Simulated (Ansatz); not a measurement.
# LaGa3Cu (I4mm): the equilibrium volume

At what volume is LaGa3Cu (I4mm) free of pressure?

Method: DFT PBEsol, scalar-relativistic, plane waves, PAW, in Ansatz 0.2.0.

**1. Starting point**

The structure is tetragonal, space group I4mm (No. 107). Conventional cell: a = 4.298 Å, b = 4.298 Å, c = 10.483 Å, α = 90.00°, β = 90.00°, γ = 90.00°. La (site symmetry 4mm) has 4 Cu at 3.26 Å and 12 Ga at 3.28 to 3.40 Å in its first shell of neighbours. Ga (site symmetry 2mm) is surrounded by 2 Ga at 2.55 Å and 2 Cu at 2.59 Å. Ga (site symmetry 4mm) has 1 Cu at 2.42 Å and 4 Ga at 2.55 Å in its first shell of neighbours. Cu (site symmetry 4mm) is surrounded by 5 Ga at 2.42 to 2.59 Å.

As a file:

```cif
data_structure
_symmetry_space_group_name_H-M 'I4mm'
_symmetry_Int_Tables_number 107
_cell_length_a 4.2979
_cell_length_b 4.2979
_cell_length_c 10.4829
_cell_angle_alpha 90.000
_cell_angle_beta 90.000
_cell_angle_gamma 90.000
_cell_volume 193.64
loop_
_atom_site_label
_atom_site_type_symbol
_atom_site_symmetry_multiplicity
_atom_site_Wyckoff_symbol
_atom_site_fract_x
_atom_site_fract_y
_atom_site_fract_z
_atom_site_occupancy
La1 La 2 a 0.00000 0.00000 0.13360 1
Ga1 Ga 4 b 0.00000 0.50000 0.38270 1
Ga2 Ga 2 a 0.50000 0.50000 0.25150 1
Cu1 Cu 2 a 0.50000 0.50000 0.02040 1
```

**2. The first run (PBEsol, 6×6×6 mesh)**

Input file input.yaml:

```yaml
crystal:
  lattice:
    - [-2.14896596, 2.14896596, 5.24145626]
    - [2.14896596, -2.14896596, 5.24145626]
    - [2.14896596, 2.14896596, -5.24145626]
  atoms:
    - { symbol: La, position: [0.1336, 0.1336, 0.0] }
    - { symbol: Ga, position: [0.8827, 0.3827, 0.5] }
    - { symbol: Ga, position: [0.3827, 0.8827, 0.5] }
    - { symbol: Ga, position: [0.7515, 0.7515, 0.0] }
    - { symbol: Cu, position: [0.5204, 0.5204, 0.0] }
basis:
  ecutwfc: 420
kpoints:
  mp_grid: { grid: [6, 6, 6] }
hamiltonian:
  xc: pbesol
scf:
  occupations: { method: gaussian, width: 0.1 }
output:
  forces: true
  stress: true
  eigenvalues: true
```

The run is started by

```console
ansatz run input.yaml --threads 8 --pin off --max-ram 14336MiB --backend cpu --events-out ev --progress --plain --runs-dir out
```

Output, shortened:

```text
Warning: RAYON_NUM_THREADS=8 ignored (pool sized by the plan → 8); use --threads N
[...]
Pseudopotentials: kind: paw
Pseudopotential: La, paw, valence charge 11, recommended cutoff 420 eV (normal), La.paw.azcp
Pseudopotential: Ga, paw, valence charge 13, recommended cutoff 420 eV (normal), Ga.paw.azcp
Pseudopotential: Cu, paw, valence charge 19, recommended cutoff 420 eV (normal), Cu.paw.azcp
Functional definition: PBEsol
[...]
Crystal: 5 atoms, lattice volume = 96.821 Å³
Basis set: ecut = 420 eV, 1897 PW (Γ), exchange–correlation on 90×90×90 points (8 copies of the dense FFT grid, shifted against one another)
Bands: 42, of which v1, the nominal top of the filled ones, is band 35 counted from 1 (34 counted from 0)
Symmetry: 8 space group operations
Space group: I4mm (ITA 107), of the structure as read, at distance tolerance 4.6e-5 Å
k-points: 30 of 216 (time reversal used)
[...]
SCF iter   1: F=—  HF=-23982.338723 eV  |F-HF|=—  |Δ(HF+E_count)|=         —  Δρ=7.84e-3  dr2=3.74e-2  ethr=1.77e-3  ⟨swp⟩=5.7  Hψ=4284  notcnv=0
[...]
SCF iter   9: F=-23982.331325 eV  HF=-23982.331325 eV  |F-HF|=5.89e-9  |Δ(HF+E_count)|=   1.70e-7  Δρ=7.52e-6  dr2=3.13e-8  ethr=1.45e-10  ⟨swp⟩=8.4  Hψ=5261  notcnv=0
[...]
SCF converged after 9 iterations
Free energy (F): -23982.331325 eV
[...]
E sigma→0 (E₀):  -23982.326429 eV
Entropy (-TS):   -0.009791 eV (-1.958 meV/atom)
Fermi energy:    11.817433 eV
[...]
--- Forces (eV/Å), atoms counted from 1 ---
  atom   1  La     0.00000000    -0.00000000    -0.16240506
  atom   2  Ga     0.00000000    -0.00000000     0.87339768
  atom   3  Ga    -0.00000000     0.00000000     0.87339768
  atom   4  Ga     0.00000000     0.00000000    -0.96781540
  atom   5  Cu    -0.00000000    -0.00000000    -0.61654709
[...]
--- Stress (GPa, compression-positive) ---
       -2.792626       0.000000      -0.000000
        0.000000      -2.792626      -0.000000
       -0.000000       0.000000      -3.294957
  P = ⅓ Tr σ = -2.9601 GPa (-29.601 kbar)
--- Band table (eV; the first three rows and the last of 30) ---
[...]
```

Run time: 2.5 s. Hardware: 8 threads of Arm Neoverse V1, shared host; peak memory 0.56 GiB.

Result: volume 19.364 Å³/atom, pressure -2.96 GPa, metallic.

**3. Relaxing cell and atoms (PBEsol, 6×6×6 mesh)**

input.yaml: that of step 2 with these lines changed.

```diff
@@ -23 +23,6 @@
   eigenvalues: true
+relax:
+  adjacent_minimum: "off"
+  f_tol: 0.05
+  max_steps: 80
+  cell: { stress_tol: 0.5 }
```

The run is started by

```console
ansatz run input.yaml --threads 8 --pin off --max-ram 14336MiB --backend cpu --events-out ev --progress --plain --runs-dir out
```

Output:

```text
Warning: RAYON_NUM_THREADS=8 ignored (pool sized by the plan → 8); use --threads N
Engine: ansatz 0.2.0, aarch64-unknown-linux-gnu
Pseudopotentials: kind: paw
Pseudopotential: La, paw, valence charge 11, recommended cutoff 420 eV (normal), La.paw.azcp
Pseudopotential: Ga, paw, valence charge 13, recommended cutoff 420 eV (normal), Ga.paw.azcp
Pseudopotential: Cu, paw, valence charge 19, recommended cutoff 420 eV (normal), Cu.paw.azcp
Functional definition: PBEsol
  exchange = pbesol_x
  correlation = pbesol_c
Crystal: 5 atoms, lattice volume = 96.821 Å³
Basis set: ecut = 420 eV, 1897 PW (Γ), exchange–correlation on 90×90×90 points (8 copies of the dense FFT grid, shifted against one another)
Bands: 42, of which v1, the nominal top of the filled ones, is band 35 counted from 1 (34 counted from 0)
Symmetry: 8 space group operations
Space group: I4mm (ITA 107), of the structure as read, at distance tolerance 4.6e-5 Å
k-points: 30 of 216 (time reversal used)
Non-local potential: La, projectors of the file, l = 0: 3, l = 1: 2, l = 2: 2, l = 3: 3
Non-local potential: Ga, projectors of the file, l = 0: 2, l = 1: 2, l = 2: 3, l = 3: 1
Non-local potential: Cu, projectors of the file, l = 0: 3, l = 1: 2, l = 2: 3, l = 3: 1
PAW form: soft (Blöchl's): semilocal exchange-correlation on the pseudo side does not see the compensation charge
PAW frozen core: La, regenerated for the run's functional, and the local potential with it (the file was generated under x = pbe(κ = 0.804, μ = 0.2195149727645171), c = pbe(β = 0.06672455060314922))
PAW frozen core: Ga, regenerated for the run's functional, and the local potential with it (the file was generated under x = pbe(κ = 0.804, μ = 0.2195149727645171), c = pbe(β = 0.06672455060314922))
PAW frozen core: Cu, regenerated for the run's functional, and the local potential with it (the file was generated under x = pbe(κ = 0.804, μ = 0.2195149727645171), c = pbe(β = 0.06672455060314922))
PAW one-centre angular grid: La, 590 points (default); XC on 64 Gauss nodes
PAW one-centre angular grid: Ga, 590 points (default); XC on 64 Gauss nodes
PAW one-centre angular grid: Cu, 590 points (default); XC on 64 Gauss nodes
Initial density: superposition of atomic densities (neutral atoms: chi_scale 0, normalization atom), corrected by the library's trained network
Initial wavefunctions: pseudopotential atomic-orbital guess
Functional: x = pbesol(κ = 0.804, μ = 0.12345679012345678), c = pbesol(β = 0.046)
SCF iter   1: F=—  HF=-23982.338723 eV  |F-HF|=—  |Δ(HF+E_count)|=         —  Δρ=7.84e-3  dr2=3.74e-2  ethr=1.77e-3  ⟨swp⟩=5.7  Hψ=4284  notcnv=0
preconditioner: auto → Kerker (q_TF=auto, 2.579 Å⁻¹)  [metal: Δε(μ)=0.056 eV  Ē_g=12.153 eV  σ=0.100 eV  W_gap=0.31  n_scr=32 (ndim 8)  ℏωp=29.0 eV  f_vac=0.000  D(μ)=2.04/eV (n_scr^D=10)]
SCF iter   2: F=—  HF=-23982.340692 eV  |F-HF|=—  |Δ(HF+E_count)|=   1.97e-3  Δρ=8.28e-3  dr2=4.63e-2  ethr=5.42e-5  ⟨swp⟩=2.4  Hψ=2648  notcnv=0  defer=9
SCF iter   3: F=—  HF=-23982.331830 eV  |F-HF|=—  |Δ(HF+E_count)|=   8.86e-3  Δρ=1.44e-3  dr2=2.17e-3  ethr=5.42e-5  ⟨swp⟩=2.0  Hψ=2279  notcnv=0  defer=9
SCF iter   4: F=—  HF=-23982.331465 eV  |F-HF|=—  |Δ(HF+E_count)|=   3.65e-4  Δρ=6.44e-4  dr2=6.97e-4  ethr=3.14e-6  ⟨swp⟩=2.2  Hψ=2197  notcnv=0  defer=9
SCF iter   5: F=—  HF=-23982.331293 eV  |F-HF|=—  |Δ(HF+E_count)|=   1.72e-4  Δρ=3.14e-4  dr2=8.67e-5  ethr=1.01e-6  ⟨swp⟩=2.0  Hψ=2017  notcnv=0  defer=9
SCF iter   6: F=—  HF=-23982.331325 eV  |F-HF|=—  |Δ(HF+E_count)|=   3.16e-5  Δρ=7.18e-5  dr2=4.46e-6  ethr=1.26e-7  ⟨swp⟩=2.0  Hψ=1488  notcnv=0  defer=9
SCF iter   7: F=—  HF=-23982.331325 eV  |F-HF|=—  |Δ(HF+E_count)|=   3.47e-7  Δρ=5.91e-5  dr2=2.75e-6  ethr=6.47e-9  ⟨swp⟩=2.0  Hψ=2231  notcnv=0  defer=9
SCF iter   8: F=—  HF=-23982.331325 eV  |F-HF|=—  |Δ(HF+E_count)|=   3.91e-7  Δρ=1.53e-5  dr2=2.08e-7  ethr=3.98e-9  ⟨swp⟩=2.0  Hψ=1964  notcnv=0  defer=7
SCF iter   9: F=-23982.331325 eV  HF=-23982.331325 eV  |F-HF|=5.89e-9  |Δ(HF+E_count)|=   1.70e-7  Δρ=7.52e-6  dr2=3.13e-8  ethr=1.45e-10  ⟨swp⟩=8.4  Hψ=5282  notcnv=0
SCF 1 converged in 9 iterations: F = -23982.331325 eV  dr2 = 3.13e-8
relax step   1: F+E_penalty+E_count = -23982.33132455 eV  Δ(F+E_penalty+E_count) = +0.000e0 eV  max|allowed force component| = 9.678e-1 eV/Å  Δτ_max = 0.0000 Å  P = -2.960 GPa  Ω = 96.821 Å³  (9 SCF iters, dr2 threshold 1.00e-7 eV, accepted)
[... 15 lines left out ...]
relax step   2: F+E_penalty+E_count = -23982.52051932 eV  Δ(F+E_penalty+E_count) = -1.892e-1 eV  max|allowed force component| = 4.041e-1 eV/Å  Δτ_max = 0.0692 Å  P = +0.024 GPa  Ω = 92.798 Å³  energy of the carried Pulay correction = +9.114e-4 eV  (8 SCF iters, dr2 threshold 5.00e-7 eV, accepted)
[... 14 lines left out ...]
relax step   3: F+E_penalty+E_count = -23982.56747344 eV  Δ(F+E_penalty+E_count) = -4.695e-2 eV  max|allowed force component| = 1.417e-1 eV/Å  Δτ_max = 0.0682 Å  P = +0.393 GPa  Ω = 92.448 Å³  energy of the carried Pulay correction = +9.927e-4 eV  (9 SCF iters, dr2 threshold 5.00e-7 eV, accepted)
[... 13 lines left out ...]
relax step   4: F+E_penalty+E_count = -23982.57373610 eV  Δ(F+E_penalty+E_count) = -6.263e-3 eV  max|allowed force component| = 4.532e-2 eV/Å  Δτ_max = 0.0332 Å  P = -0.140 GPa  Ω = 93.021 Å³  energy of the carried Pulay correction = +8.600e-4 eV  (8 SCF iters, dr2 threshold 5.00e-7 eV, accepted)
[... 11 lines left out ...]
relax step   5: F+E_penalty+E_count = -23982.57281181 eV  Δ(F+E_penalty+E_count) = +9.243e-4 eV  max|allowed force component| = 4.528e-2 eV/Å  Δτ_max = 0.0000 Å  P = -0.135 GPa  Ω = 93.021 Å³  stress off target by 2.59e-1 GPa  SCF on the basis re-selected at this cell (its energy is not comparable with the rows above)  (6 SCF iters)
basis re-selected at this cell: Δ(F+E_penalty+E_count) = +9.243e-4 eV, ΔP = +0.005 GPa vs the last step (what re-selecting the basis moved, of the pressure what is left beyond the Pulay correction that the steps carried, after the strain that the cell walked since its last selection, with what the two solves' SCF thresholds leave and, on support functions, any second-order correction that the steps lacked; it is no measure of the basis error at this ecutwfc). The dense FFT grid was sized anew with the basis: this SCF ran on 40×40×40 points, the steps before it on 45×45×45, so part of this shift can come from that change (see relax.cell in the input reference). This SCF's stress stands 2.59e-1 GPa from its target on what of the cell is left free (relax.cell.stress_tol is 5.00e-1 GPa) and its largest allowed force component is 4.53e-2 eV/Å (relax.f_tol is 5.00e-2 eV/Å): within both
SCF converged after 6 iterations
Free energy (F): -23982.572812 eV
Harris-Foulkes:  -23982.572812 eV  (|F-HF|=1.84e-9)
Internal energy: -23982.560899 eV  (E = F + TS)
E sigma→0 (E₀):  -23982.566855 eV
Entropy (-TS):   -0.011913 eV (-2.383 meV/atom)
Fermi energy:    12.441369 eV
--- Per-component energies (eV) ---
  E_band       = -477.168074
  E_kinetic    = 842.852965
  E_local      = -11262.412279  (includes V_loc(G=0)·N_el)
  E_nonlocal   = 1756.576923
  E_hartree    = 5179.896096
  E_xc         = -437.216466
  E_vxc        = -442.365717  (∫ρ·V_xc dr)
  E_paw        = -12793.928929  (= ΣΔE_a)
  E_vpaw       = -1731.610823  (= ΣTr[D̂ρ^β])
  E_aug_tail   = -0.000010  (compensation charges beyond the density's cutoff)
  E_ewald      = -7271.293845
  E_core_change = 2.964645  (= ΣΔE_core)
  E_smearing   = -0.011913  (= −TS)
  E_closure    = 0.000000  (closes the sum)
  Σ components = -23982.572812   (vs F -23982.572812, Δ=0.00e0)
--- Forces (eV/Å), atoms counted from 1 ---
  atom   1  La    -0.00000000     0.00000000     0.01888226
  atom   2  Ga     0.00000000     0.00000000     0.00310000
  atom   3  Ga    -0.00000000    -0.00000000     0.00310000
  atom   4  Ga     0.00000000    -0.00000000     0.02019732
  atom   5  Cu    -0.00000000    -0.00000000    -0.04527859
  max |Σ_I F_I| component: 9.97e-7 eV/Å
--- Stress (GPa, compression-positive) ---
       -0.072849       0.000000      -0.000000
        0.000000      -0.072849       0.000000
       -0.000000      -0.000000      -0.259246
  P = ⅓ Tr σ = -0.1350 GPa (-1.350 kbar)
--- Band table (eV; the first three rows and the last of 30) ---
  k-point 0: bands = ["-100.4705", "-57.9954", "-57.9777", "-57.9777", "-19.9671", "-3.8800", "-3.6272", "-3.6272", "-2.4242", "-2.3800", "-2.3701", "-2.3701", "-2.2968", "-2.2659", "-2.1581", "-2.1581", "-2.1444", "-2.1187", "-2.0789", "-2.0391", "-2.0133", "-1.9852", "-1.9852", "2.1986", "7.3444", "8.0240", "8.5891", "8.5891", "9.0408", "9.0771", "9.5925", "10.7515", "10.7515", "10.8037", "12.3983", "13.7552", "13.7552", "14.6154", "14.6462", "14.6462", "14.6956", "14.9129"]
[... 3 lines left out ...]
--- Relaxed structure (4 steps of the walk, 4 accepted, 1 SCFs on fresh bases) ---
  F+E_penalty+E_count = -23982.57281181 eV   max|allowed force component| = 4.528e-2 eV/Å   (the final SCF, on the basis selected at the relaxed cell)
  cell:  # Å, volume = 93.0209 Å³
    - [-2.1221073860157857, 2.1221073860157857, 5.163992495358988]
    - [2.1221073860157857, -2.1221073860157857, 5.163992495358988]
    - [2.1221073860157857, 2.1221073860157857, -5.163992495358988]
  atoms:
    - { symbol: La, position: [0.1408952152005031, 0.1408952152005031, 1.675721846387314e-34] }
    - { symbol: Ga, position: [0.8921656406932201, 0.3921656406932201, 0.5] }
    - { symbol: Ga, position: [0.3921656406932201, 0.8921656406932201, 0.5] }
    - { symbol: Ga, position: [0.7379622288264044, 0.7379622288264044, 4.159925511199548e-34] }
    - { symbol: Cu, position: [0.5077112745866524, 0.5077112745866524, -1.483972395404434e-33] }
```

It took 14 s on 8 threads of Arm Neoverse V1, shared host; peak memory 0.63 GiB.

How the relaxation went:

```tsv
step	energy from step 1 (meV/atom)	largest force component (eV/Å)	pressure (GPa)	volume (Å³/atom)
1	0.0	0.968	-2.96	19.364
2	-37.8	0.404	0.02	18.560
3	-47.2	0.142	0.39	18.490
4	-48.5	0.045	-0.14	18.604
5	-48.3	0.045	-0.13	18.604
```

Step 1 is the start. Step 5 repeats the geometry before it on a plane-wave basis chosen anew for the final cell, which shifts the energy by +0.2 meV/atom.

This gives: volume 18.604 Å³/atom, pressure -0.13 GPa, a metal on this mesh.

**4. Relaxing cell and atoms**

Input file input.yaml:

```yaml
crystal:
  lattice:
    - [-2.122107386, 2.122107386, 5.1639924954]
    - [2.122107386, -2.122107386, 5.1639924954]
    - [2.122107386, 2.122107386, -5.1639924954]
  atoms:
    - { symbol: La, position: [0.1408952152, 0.1408952152, 0.0] }
    - { symbol: Ga, position: [0.8921656407, 0.3921656407, 0.5] }
    - { symbol: Ga, position: [0.3921656407, 0.8921656407, 0.5] }
    - { symbol: Ga, position: [0.7379622288, 0.7379622288, 0.0] }
    - { symbol: Cu, position: [0.5077112746, 0.5077112746, 0.0] }
basis:
  ecutwfc: 420
kpoints:
  mp_grid: { grid: [10, 10, 10] }
hamiltonian:
  xc: pbesol
scf:
  occupations: { method: gaussian, width: 0.05 }
output:
  forces: true
  stress: true
  eigenvalues: true
relax:
  adjacent_minimum: "off"
  f_tol: 0.005
  max_steps: 80
  cell: { stress_tol: 0.05 }
```

The run is started by

```console
ansatz run input.yaml --threads 8 --pin off --max-ram 14336MiB --backend cpu --events-out ev --progress --plain --runs-dir out
```

Output, shortened:

```text
Warning: RAYON_NUM_THREADS=8 ignored (pool sized by the plan → 8); use --threads N
[...]
Pseudopotentials: kind: paw
Pseudopotential: La, paw, valence charge 11, recommended cutoff 420 eV (normal), La.paw.azcp
Pseudopotential: Ga, paw, valence charge 13, recommended cutoff 420 eV (normal), Ga.paw.azcp
Pseudopotential: Cu, paw, valence charge 19, recommended cutoff 420 eV (normal), Cu.paw.azcp
Functional definition: PBEsol
[...]
Crystal: 5 atoms, lattice volume = 93.021 Å³
Basis set: ecut = 420 eV, 1769 PW (Γ), exchange–correlation on 80×80×80 points (8 copies of the dense FFT grid, shifted against one another)
Bands: 42, of which v1, the nominal top of the filled ones, is band 35 counted from 1 (34 counted from 0)
Symmetry: 8 space group operations
Space group: I4mm (ITA 107), of the structure as read, at distance tolerance 4.5e-5 Å
k-points: 102 of 1000 (time reversal used)
[...]
       -0.000000       0.000000      -0.017073
  P = ⅓ Tr σ = -0.0065 GPa (-0.065 kbar)
--- Band table (eV; the first three rows and the last of 102) ---
[...]
--- Relaxed structure (4 steps of the walk, 4 accepted, 1 SCFs on fresh bases) ---
  F+E_penalty+E_count = -23982.56150121 eV   max|allowed force component| = 3.038e-3 eV/Å   (the final SCF, on the basis selected at the relaxed cell)
  cell:  # Å, volume = 92.9377 Å³
    - [-2.1234859670866983, 2.1234859670866983, 5.152680489828938]
    - [2.1234859670866983, -2.1234859670866983, 5.152680489828938]
    - [2.1234859670866983, 2.1234859670866983, -5.152680489828938]
  atoms:
    - { symbol: La, position: [0.14199842426337392, 0.14199842426337392, -1.6915034976400714e-34] }
    - { symbol: Ga, position: [0.892010760862599, 0.39201076086259884, 0.5000000000000001] }
    - { symbol: Ga, position: [0.39201076086259884, 0.892010760862599, 0.5000000000000001] }
    - { symbol: Ga, position: [0.7380817919985592, 0.7380817919985592, -6.738034609176022e-35] }
    - { symbol: Cu, position: [0.5067982620128691, 0.5067982620128691, -1.0408458958214715e-33] }
```

It took 47 s on 8 threads of Arm Neoverse V1, shared host; peak memory 0.75 GiB.

Relaxation path:

```tsv
step	energy from step 1 (meV/atom)	largest force component (eV/Å)	pressure (GPa)	volume (Å³/atom)
1	0.0	0.059	-0.10	18.604
2	-0.1	0.036	-0.02	18.585
3	-0.1	0.015	0.00	18.585
4	-0.1	0.003	-0.01	18.588
5	-0.1	0.003	-0.01	18.588
```

Step 1 is the start. Step 5 repeats the geometry before it on a plane-wave basis chosen anew for the final cell, which leaves the energy as it was.

In short: volume 18.588 Å³/atom, pressure -0.01 GPa, no gap.

**5. The volume search in one table**

```tsv
step	level	mesh	relaxed	volume (Å³/atom)	pressure (GPa)
2	PBEsol	6×6×6	nothing	19.364	-2.96
3	PBEsol	6×6×6	all	18.604	-0.13
4	PBEsol	10×10×10	all	18.588	-0.01
```

The cell before and after:

| cell as typed | before | after | change |
| --- | --- | --- | --- |
| a (Å) | 6.059 | 5.964 | -1.6 % |
| b (Å) | 6.059 | 5.964 | -1.6 % |
| c (Å) | 6.059 | 5.964 | -1.6 % |
| α (°) | 138.45 | 138.28 | -0.17° |
| β (°) | 138.45 | 138.28 | -0.17° |
| γ (°) | 60.21 | 60.47 | +0.26° |
| volume (Å³/atom) | 19.364 | 18.588 | -4.0 % |
| shortest distance (Å) | 2.423 | 2.383 | -1.6 % |
| space group | I4mm | I4mm | same |

**6. Outcome**

| quantity | value |
| --- | --- |
| volume | 18.588 Å³/atom |
| pressure | -0.01 GPa |
| conventional cell | a = 4.247 Å, b = 4.247 Å, c = 10.305 Å, α = 90.00°, β = 90.00°, γ = 90.00° |
| gap on the mesh | none (metal) |

What this shows: Over the 3 runs shown the cell moved from 19.36 to 18.59 Å³/atom, a change of -4.0 %, where the pressure is zero within 0.01 GPa.
